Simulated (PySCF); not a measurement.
# C₃H₇GeN: core binding energies at several levels of theory, part 2 of 3

PySCF 2.14.0. Atoms count from 0.

**5. Core-electron binding energies: PBE, X2C**

The job: settings as JSON, then the geometry in Å.

```
{"job": {"kind": "xps", "xc": "PBE"}, "charge": 0, "multiplicity": 1}
C     -0.602091     1.155302     0.042118
C      0.721378     1.213098    -0.162444
Ge     1.410378    -0.591067    -0.221430
N     -0.302815    -1.227875    -0.042626
C     -1.271744    -0.182599     0.175786
H     -1.232836     2.050002     0.113180
H      1.257171     2.159044    -0.266613
H      2.075905    -1.015223    -1.549822
H      2.366104    -0.988304     0.931938
H     -0.531867    -2.134395     0.340265
H     -1.749289    -0.234982     1.177477
H     -2.111963    -0.226960    -0.549961
```

Method: delta-SCF UKS PBE, pcX-2 on the ionised atom, pcseg-1 elsewhere, spin-free X2C.

The log of the run:

```text
ground state, core basis on atom 0 (C), 149 functions
  cycle   1  E = -2266.68883684  |g| = 5.54e-01
  cycle   2  E = -2266.47468626  |g| = 1.06e+00
  cycle   3  E = -2266.76428107  |g| = 1.20e-01
  cycle   4  E = -2266.76711144  |g| = 5.92e-02
  cycle   5  E = -2266.76796368  |g| = 1.34e-02
  cycle   6  E = -2266.76799108  |g| = 9.68e-03
  cycle   7  E = -2266.76801560  |g| = 1.20e-03
  cycle   8  E = -2266.76801508  |g| = 2.82e-04
  E(ground) = -2266.77201044 Eh
hole in C 1s of atom 0
  cycle   1  E = -2255.54919600  |g| = 1.53e+00
  cycle   2  E = -2253.16503484  |g| = 2.49e+00
  cycle   3  E = -2255.67098623  |g| = 9.13e-01
  cycle   4  E = -2255.90411448  |g| = 6.48e-01
  cycle   5  E = -2256.09763772  |g| = 2.04e-01
  cycle   6  E = -2256.12122099  |g| = 8.01e-02
  cycle   7  E = -2256.12442801  |g| = 2.54e-02
  cycle   8  E = -2256.12475311  |g| = 9.51e-03
  cycle   9  E = -2256.12479460  |g| = 2.77e-03
  cycle  10  E = -2256.12479962  |g| = 8.26e-04
  cycle  11  E = -2256.12480098  |g| = 3.63e-04
  E(ion) = -2256.12873937 Eh   <S^2> = 0.7716   hole on atom = 1.000   binding energy = 289.618 eV
ground state, core basis on atom 1 (C), 149 functions
  cycle   1  E = -2266.76856169  |g| = 7.55e-02
  cycle   2  E = -2266.76750675  |g| = 6.75e-02
  cycle   3  E = -2266.76739350  |g| = 6.99e-02
  cycle   4  E = -2266.76872189  |g| = 4.35e-03
  cycle   5  E = -2266.76872843  |g| = 9.99e-04
  cycle   6  E = -2266.76872792  |g| = 2.79e-04
  E(ground) = -2266.77242820 Eh
hole in C 1s of atom 1
  cycle   1  E = -2255.56288711  |g| = 1.53e+00
  cycle   2  E = -2253.13060528  |g| = 2.49e+00
  cycle   3  E = -2255.72593204  |g| = 9.12e-01
  cycle   4  E = -2256.04741674  |g| = 4.72e-01
  cycle   5  E = -2256.13214400  |g| = 1.84e-01
  cycle   6  E = -2256.14735605  |g| = 4.17e-02
  cycle   7  E = -2256.14821926  |g| = 1.20e-02
  cycle   8  E = -2256.14828649  |g| = 4.50e-03
  cycle   9  E = -2256.14829624  |g| = 1.24e-03
  cycle  10  E = -2256.14829842  |g| = 4.12e-04
  E(ion) = -2256.15204647 Eh   <S^2> = 0.7705   hole on atom = 1.000   binding energy = 288.995 eV
ground state, core basis on atom 3 (N), 149 functions
  cycle   1  E = -2266.78024902  |g| = 9.21e-02
  cycle   2  E = -2266.77963787  |g| = 5.59e-02
  cycle   3  E = -2266.77878430  |g| = 7.91e-02
  cycle   4  E = -2266.78037733  |g| = 1.17e-02
  cycle   5  E = -2266.78041732  |g| = 2.40e-03
  cycle   6  E = -2266.78041532  |g| = 4.71e-04
  E(ground) = -2266.78453471 Eh
hole in N 1s of atom 3
  cycle   1  E = -2251.25239358  |g| = 1.89e+00
  cycle   2  E = -2250.08117939  |g| = 2.42e+00
  cycle   3  E = -2251.88696638  |g| = 4.33e-01
  cycle   4  E = -2251.93747220  |g| = 2.13e-01
  cycle   5  E = -2251.95276996  |g| = 1.34e-01
  cycle   6  E = -2251.96181281  |g| = 3.34e-02
  cycle   7  E = -2251.96240468  |g| = 6.08e-03
  cycle   8  E = -2251.96242291  |g| = 1.72e-03
  cycle   9  E = -2251.96242328  |g| = 4.24e-04
  E(ion) = -2251.96667602 Eh   <S^2> = 0.7590   hole on atom = 1.000   binding energy = 403.214 eV
ground state, core basis on atom 4 (C), 149 functions
  cycle   1  E = -2266.76710454  |g| = 7.68e-02
  cycle   2  E = -2266.76661523  |g| = 5.58e-02
  cycle   3  E = -2266.76670800  |g| = 5.05e-02
  cycle   4  E = -2266.76724600  |g| = 1.34e-02
  cycle   5  E = -2266.76729099  |g| = 2.34e-03
  cycle   6  E = -2266.76729126  |g| = 4.67e-04
  E(ground) = -2266.77110476 Eh
hole in C 1s of atom 4
  cycle   1  E = -2255.52769822  |g| = 1.53e+00
  cycle   2  E = -2254.11848950  |g| = 2.29e+00
  cycle   3  E = -2255.94822732  |g| = 5.11e-01
  cycle   4  E = -2255.92420833  |g| = 5.33e-01
  cycle   5  E = -2256.08375925  |g| = 7.06e-02
  cycle   6  E = -2256.08598881  |g| = 1.05e-02
  cycle   7  E = -2256.08603042  |g| = 6.21e-03
  cycle   8  E = -2256.08604874  |g| = 1.74e-03
  cycle   9  E = -2256.08604899  |g| = 6.76e-04
  cycle  10  E = -2256.08604957  |g| = 2.45e-04
  E(ion) = -2256.08994961 Eh   <S^2> = 0.7611   hole on atom = 1.000   binding energy = 290.649 eV
```

Run time: 19 s. Hardware: 1 thread of Arm Neoverse V1, shared host; peak memory 0.59 GiB.

Binding energies by hole, beside the orbital energy of the ground state; the difference holds orbital relaxation and, for a density functional, its self-interaction error:

| hole | stands for | environment | ΔSCF (eV) | −ε (eV) | ⟨S²⟩ |
| --- | --- | --- | --- | --- | --- |
| C1s on C0 | C0 | alkene CH | 289.62 | 269.4 | 0.772 |
| C1s on C1 | C1 | alkene CH | 289.00 | 269.0 | 0.770 |
| N1s on N3 | N3 | nitrogen bonded to C, Ge, H, in a 5-membered ring | 403.21 | 380.1 | 0.759 |
| C1s on C4 | C4 | allylic sp3 CH2 bonded to N | 290.65 | 270.0 | 0.761 |

**6. X-ray photoelectron lines: HF, X2C**

Same as in step 5 but for these lines:

```diff
@@ -1,2 +1,2 @@
-{"job": {"kind": "xps", "xc": "PBE"}, "charge": 0, "multiplicity": 1}
+{"job": {"kind": "xps", "xc": "HF"}, "charge": 0, "multiplicity": 1}
 C     -0.602091     1.155302     0.042118
```

Level: delta-SCF UKS HF, pcX-2 on the ionised atom, pcseg-1 elsewhere, spin-free X2C.

The log of the run:

```text
ground state, core basis on atom 0 (C), 149 functions
  cycle   1  E = -2264.40731904  |g| = 3.85e-01
  cycle   2  E = -2264.45938158  |g| = 1.29e-01
  cycle   3  E = -2264.46420889  |g| = 5.72e-02
  cycle   4  E = -2264.46514933  |g| = 8.90e-03
  cycle   5  E = -2264.46517686  |g| = 2.69e-03
  cycle   6  E = -2264.46518023  |g| = 7.56e-04
  cycle   7  E = -2264.46518063  |g| = 2.13e-04
  E(ground) = -2264.46518063 Eh
hole in C 1s of atom 0
  cycle   1  E = -2253.21590142  |g| = 1.50e+00
  cycle   2  E = -2253.50113110  |g| = 9.23e-01
  cycle   3  E = -2253.78595864  |g| = 1.38e-01
  cycle   4  E = -2253.79577436  |g| = 4.30e-02
  cycle   5  E = -2253.79735263  |g| = 2.42e-02
  cycle   6  E = -2253.79900041  |g| = 1.76e-02
  cycle   7  E = -2253.80054860  |g| = 1.42e-02
  cycle   8  E = -2253.80191151  |g| = 1.09e-02
  cycle   9  E = -2253.80304017  |g| = 5.34e-03
  cycle  10  E = -2253.80321785  |g| = 1.59e-03
  cycle  11  E = -2253.80322223  |g| = 7.07e-04
  cycle  12  E = -2253.80322402  |g| = 3.15e-04
  E(ion) = -2253.80322402 Eh   <S^2> = 1.0191   hole on atom = 1.000   binding energy = 290.127 eV
ground state, core basis on atom 1 (C), 149 functions
  cycle   1  E = -2264.46630638  |g| = 2.86e-02
  cycle   2  E = -2264.46640004  |g| = 7.37e-03
  cycle   3  E = -2264.46641070  |g| = 3.92e-03
  cycle   4  E = -2264.46641441  |g| = 3.02e-04
  E(ground) = -2264.46641441 Eh
hole in C 1s of atom 1
  cycle   1  E = -2253.24017804  |g| = 1.50e+00
  cycle   2  E = -2253.52900847  |g| = 9.25e-01
  cycle   3  E = -2253.81897541  |g| = 1.30e-01
  cycle   4  E = -2253.82724675  |g| = 3.69e-02
  cycle   5  E = -2253.82840981  |g| = 2.08e-02
  cycle   6  E = -2253.82955947  |g| = 1.41e-02
  cycle   7  E = -2253.83044257  |g| = 1.01e-02
  cycle   8  E = -2253.83097540  |g| = 7.41e-03
  cycle   9  E = -2253.83134054  |g| = 3.58e-03
  cycle  10  E = -2253.83143536  |g| = 1.18e-03
  cycle  11  E = -2253.83144099  |g| = 4.03e-04
  E(ion) = -2253.83144099 Eh   <S^2> = 0.8989   hole on atom = 1.000   binding energy = 289.392 eV
ground state, core basis on atom 3 (N), 149 functions
  cycle   1  E = -2264.47872128  |g| = 3.70e-02
  cycle   2  E = -2264.47891284  |g| = 9.08e-03
  cycle   3  E = -2264.47893109  |g| = 4.63e-03
  cycle   4  E = -2264.47893654  |g| = 6.81e-04
  cycle   5  E = -2264.47893677  |g| = 2.40e-04
  E(ground) = -2264.47893677 Eh
hole in N 1s of atom 3
  cycle   1  E = -2248.94310063  |g| = 1.85e+00
  cycle   2  E = -2249.33956355  |g| = 1.06e+00
  cycle   3  E = -2249.64507321  |g| = 1.15e-01
  cycle   4  E = -2249.64977266  |g| = 2.16e-02
  cycle   5  E = -2249.65028769  |g| = 1.19e-02
  cycle   6  E = -2249.65050133  |g| = 5.40e-03
  cycle   7  E = -2249.65054648  |g| = 1.73e-03
  cycle   8  E = -2249.65055063  |g| = 6.27e-04
  cycle   9  E = -2249.65055104  |g| = 2.67e-04
  E(ion) = -2249.65055104 Eh   <S^2> = 0.7776   hole on atom = 1.000   binding energy = 403.501 eV
ground state, core basis on atom 4 (C), 149 functions
  cycle   1  E = -2264.46342551  |g| = 3.32e-02
  cycle   2  E = -2264.46357799  |g| = 1.20e-02
  cycle   3  E = -2264.46360616  |g| = 4.17e-03
  cycle   4  E = -2264.46361049  |g| = 5.73e-04
  cycle   5  E = -2264.46361066  |g| = 2.33e-04
  E(ground) = -2264.46361066 Eh
hole in C 1s of atom 4
  cycle   1  E = -2253.19825544  |g| = 1.50e+00
  cycle   2  E = -2253.52773108  |g| = 8.13e-01
  cycle   3  E = -2253.74707129  |g| = 1.24e-01
  cycle   4  E = -2253.75375167  |g| = 3.16e-02
  cycle   5  E = -2253.75447576  |g| = 1.74e-02
  cycle   6  E = -2253.75496982  |g| = 1.04e-02
  cycle   7  E = -2253.75527104  |g| = 3.69e-03
  cycle   8  E = -2253.75531179  |g| = 2.02e-03
  cycle   9  E = -2253.75532491  |g| = 1.79e-03
  cycle  10  E = -2253.75533728  |g| = 1.71e-03
  cycle  11  E = -2253.75535372  |g| = 1.68e-03
  cycle  12  E = -2253.75538357  |g| = 1.64e-03
  cycle  13  E = -2253.75549027  |g| = 1.42e-03
  cycle  14  E = -2253.75562164  |g| = 1.13e-03
  cycle  15  E = -2253.75557918  |g| = 1.09e-03
  cycle  16  E = -2253.75562248  |g| = 1.98e-04
  cycle  17  E = -2253.75562277  |g| = 1.73e-04
  E(ion) = -2253.75562277 Eh   <S^2> = 0.8436   hole on atom = 1.000   binding energy = 291.379 eV
```

Run time: 26 s. Hardware: 1 thread of Arm Neoverse V1, shared host; peak memory 0.59 GiB.

The holes in one table. −ε is the ground-state orbital energy:

| hole | stands for | environment | ΔSCF (eV) | −ε (eV) | ⟨S²⟩ |
| --- | --- | --- | --- | --- | --- |
| C1s on C0 | C0 | alkene CH | 290.13 (doubtful) | 306.1 | 1.019 |
| C1s on C1 | C1 | alkene CH | 289.39 (doubtful) | 305.5 | 0.899 |
| N1s on N3 | N3 | nitrogen bonded to C, Ge, H, in a 5-membered ring | 403.50 | 422.8 | 0.778 |
| C1s on C4 | C4 | allylic sp3 CH2 bonded to N | 291.38 | 306.5 | 0.844 |

Doubtful: the ion did not converge, its hole moved, or its ⟨S²⟩ is well above 0.75. Rows just under that mark are hardly safer.

**7. X-ray photoelectron lines: SCAN, X2C**

Same as in step 6 but for these lines:

```diff
@@ -1,2 +1,2 @@
-{"job": {"kind": "xps", "xc": "HF"}, "charge": 0, "multiplicity": 1}
+{"job": {"kind": "xps", "basis": "pcX-1"}, "charge": 0, "multiplicity": 1}
 C     -0.602091     1.155302     0.042118
```

With the program's defaults for keys left out, this is: delta-SCF UKS SCAN, pcX-1 on the ionised atom, pcseg-1 elsewhere, spin-free X2C.

The log of the run:

```text
ground state, core basis on atom 0 (C), 128 functions
  cycle   1  E = -2267.08878258  |g| = 5.24e-01
  cycle   2  E = -2266.96913378  |g| = 8.49e-01
  cycle   3  E = -2267.15560317  |g| = 9.31e-02
  cycle   4  E = -2267.15746994  |g| = 4.27e-02
  cycle   5  E = -2267.15792822  |g| = 1.04e-02
  cycle   6  E = -2267.15795046  |g| = 6.36e-03
  cycle   7  E = -2267.15796484  |g| = 1.39e-03
  cycle   8  E = -2267.15795786  |g| = 3.80e-04
  E(ground) = -2267.29908725 Eh
hole in C 1s of atom 0
  cycle   1  E = -2255.90321725  |g| = 1.51e+00
  cycle   2  E = -2253.94338512  |g| = 2.24e+00
  cycle   3  E = -2256.07408247  |g| = 8.61e-01
  cycle   4  E = -2256.37886863  |g| = 4.58e-01
  cycle   5  E = -2256.46563598  |g| = 1.82e-01
  cycle   6  E = -2256.48315043  |g| = 5.60e-02
  cycle   7  E = -2256.48485554  |g| = 1.43e-02
  cycle   8  E = -2256.48498929  |g| = 7.63e-03
  cycle   9  E = -2256.48505271  |g| = 3.55e-03
  cycle  10  E = -2256.48508398  |g| = 2.67e-03
  cycle  11  E = -2256.48510175  |g| = 1.54e-03
  cycle  12  E = -2256.48510957  |g| = 7.10e-04
  cycle  13  E = -2256.48511108  |g| = 2.57e-04
  E(ion) = -2256.62556298 Eh   <S^2> = 0.8040   hole on atom = 1.000   binding energy = 290.441 eV
ground state, core basis on atom 1 (C), 128 functions
  cycle   1  E = -2267.15701717  |g| = 5.79e-02
  cycle   2  E = -2267.15365293  |g| = 1.25e-01
  cycle   3  E = -2267.15781251  |g| = 7.42e-03
  cycle   4  E = -2267.15782400  |g| = 4.60e-03
  cycle   5  E = -2267.15783167  |g| = 1.33e-03
  cycle   6  E = -2267.15783208  |g| = 3.98e-04
  E(ground) = -2267.29863055 Eh
hole in C 1s of atom 1
  cycle   1  E = -2255.91941521  |g| = 1.51e+00
  cycle   2  E = -2253.97314269  |g| = 2.23e+00
  cycle   3  E = -2256.14353440  |g| = 8.41e-01
  cycle   4  E = -2256.44516458  |g| = 3.67e-01
  cycle   5  E = -2256.49671293  |g| = 1.58e-01
  cycle   6  E = -2256.50770868  |g| = 2.89e-02
  cycle   7  E = -2256.50814700  |g| = 1.12e-02
  cycle   8  E = -2256.50822727  |g| = 4.56e-03
  cycle   9  E = -2256.50824430  |g| = 2.40e-03
  cycle  10  E = -2256.50825337  |g| = 1.25e-03
  cycle  11  E = -2256.50825479  |g| = 5.10e-04
  cycle  12  E = -2256.50825769  |g| = 2.30e-04
  E(ion) = -2256.64840710 Eh   <S^2> = 0.7886   hole on atom = 1.000   binding energy = 289.807 eV
ground state, core basis on atom 3 (N), 128 functions
  cycle   1  E = -2267.15768124  |g| = 4.78e-02
  cycle   2  E = -2267.15605818  |g| = 9.04e-02
  cycle   3  E = -2267.15813753  |g| = 1.03e-02
  cycle   4  E = -2267.15815284  |g| = 7.22e-03
  cycle   5  E = -2267.15816392  |g| = 1.31e-03
  cycle   6  E = -2267.15816685  |g| = 2.98e-04
  E(ground) = -2267.29712097 Eh
hole in N 1s of atom 3
  cycle   1  E = -2251.60229064  |g| = 1.87e+00
  cycle   2  E = -2250.85011792  |g| = 2.12e+00
  cycle   3  E = -2252.24691277  |g| = 4.15e-01
  cycle   4  E = -2252.30013417  |g| = 1.30e-01
  cycle   5  E = -2252.30453393  |g| = 9.69e-02
  cycle   6  E = -2252.30948625  |g| = 2.11e-02
  cycle   7  E = -2252.30972775  |g| = 5.95e-03
  cycle   8  E = -2252.30974748  |g| = 1.42e-03
  cycle   9  E = -2252.30974712  |g| = 7.20e-04
  cycle  10  E = -2252.30974696  |g| = 2.10e-04
  E(ion) = -2252.44857052 Eh   <S^2> = 0.7648   hole on atom = 1.000   binding energy = 404.050 eV
ground state, core basis on atom 4 (C), 128 functions
  cycle   1  E = -2267.15689667  |g| = 4.20e-02
  cycle   2  E = -2267.15639430  |g| = 6.23e-02
  cycle   3  E = -2267.15723753  |g| = 7.13e-03
  cycle   4  E = -2267.15724134  |g| = 4.86e-03
  cycle   5  E = -2267.15724739  |g| = 4.13e-04
  E(ground) = -2267.29750418 Eh
hole in C 1s of atom 4
  cycle   1  E = -2255.88236995  |g| = 1.51e+00
  cycle   2  E = -2254.97551567  |g| = 1.96e+00
  cycle   3  E = -2256.34057674  |g| = 4.55e-01
  cycle   4  E = -2256.35727730  |g| = 3.88e-01
  cycle   5  E = -2256.44255041  |g| = 5.75e-02
  cycle   6  E = -2256.44411407  |g| = 1.02e-02
  cycle   7  E = -2256.44416993  |g| = 6.37e-03
  cycle   8  E = -2256.44419736  |g| = 2.96e-03
  cycle   9  E = -2256.44420656  |g| = 1.62e-03
  cycle  10  E = -2256.44421063  |g| = 1.28e-03
  cycle  11  E = -2256.44421554  |g| = 8.60e-04
  cycle  12  E = -2256.44421956  |g| = 7.04e-04
  cycle  13  E = -2256.44422457  |g| = 5.12e-04
  cycle  14  E = -2256.44422852  |g| = 1.91e-04
  E(ion) = -2256.58368457 Eh   <S^2> = 0.7731   hole on atom = 1.000   binding energy = 291.538 eV
```

It took 28 s on 1 thread of Arm Neoverse V1, shared host; peak memory 0.59 GiB.

The holes in one table. −ε is the ground-state orbital energy:

| hole | stands for | environment | ΔSCF (eV) | −ε (eV) | ⟨S²⟩ |
| --- | --- | --- | --- | --- | --- |
| C1s on C0 | C0 | alkene CH | 290.44 | 273.9 | 0.804 |
| C1s on C1 | C1 | alkene CH | 289.81 | 273.4 | 0.789 |
| N1s on N3 | N3 | nitrogen bonded to C, Ge, H, in a 5-membered ring | 404.05 | 385.1 | 0.765 |
| C1s on C4 | C4 | allylic sp3 CH2 bonded to N | 291.54 | 274.4 | 0.773 |

[end of part 2 of 3]
